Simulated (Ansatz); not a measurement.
Write the native input for Ansatz 0.2.0 that does the following.

* Task: relaxation of cell and atoms
* Functional: PBEsol
* Potentials or basis: JTH PAW
* Cutoff: 1800 eV (not typed: the program's choice for these potentials)
* k mesh: 11 × 11 × 11
* Occupations: fermi-dirac, width 0.05 eV
* Spin: no spin polarisation

MoIr4:

```
CELL_PARAMETERS angstrom
1.37422 0.79341 11.30610
-1.37422 0.79341 11.30610
0.00000 -1.58681 11.30610
ATOMIC_POSITIONS crystal
Ir 0.60030 0.60030 0.60030
Ir 0.19932 0.19932 0.19932
Ir 0.80068 0.80068 0.80068
Ir 0.39970 0.39970 0.39970
Mo 0.00000 0.00000 0.00000
```

The cell comes from a database or a generator and needn't be the stable form of this composition.

These files were run (other wordings do the same):

input.yaml

```yaml
crystal:
  lattice:
    - [1.374219009, 0.7934057148, 11.3060975691]
    - [-1.374219009, 0.7934057148, 11.3060975691]
    - [0.0, -1.5868114295, 11.3060975691]
  atoms:
    - { symbol: Ir, position: [0.600296, 0.600296, 0.600296] }
    - { symbol: Ir, position: [0.199317, 0.199317, 0.199317] }
    - { symbol: Ir, position: [0.800683, 0.800683, 0.800683] }
    - { symbol: Ir, position: [0.399704, 0.399704, 0.399704] }
    - { symbol: Mo, position: [0.0, 0.0, 0.0] }
hamiltonian:
  xc: pbesol
  pseudopotentials: { kind: paw, source: jth, xc_functional: pbe }
kpoints:
  mp_grid: { grid: [11, 11, 11] }
scf:
  occupations: { method: fermi_dirac, width: 0.05 }
output:
  forces: true
  stress: true
  eigenvalues: true
relax:
  f_tol: 0.01
  max_steps: 40
  cell: { stress_tol: 0.05 }
```

Potentials or basis: JTH PAW.

Command:

```console
$ ansatz run input.yaml --threads 2 --pin off --max-ram 5632MiB --backend cpu --events-out ev --progress --plain --runs-dir out
```

Results of the run:

```
Relaxed volume                         : 14.29 Å³/atom
Relaxed cell                           : a = 11.281 Å, b = 11.281 Å, c = 11.281 Å, α = 13.84°, β = 13.84°, γ = 13.84°
Space group after relaxing (to 0.05 Å) : R-3m (No. 166)
Energy gained by relaxing              : 18.6 meV/atom
Ionic steps                            : 5
Pressure after relaxing                : 0.0 GPa
Band gap on the k mesh                 : none (metal or under the smearing width)
```

Caveat: the plane-wave basis is chosen anew once the cell has moved, so the energies of steps on either side of that aren't comparable.

Wall time 9.7 min on 2 threads of Intel(R) Xeon(R) Platinum 8488C (Sapphire Rapids) (shared host), peak memory 2.8 GiB.
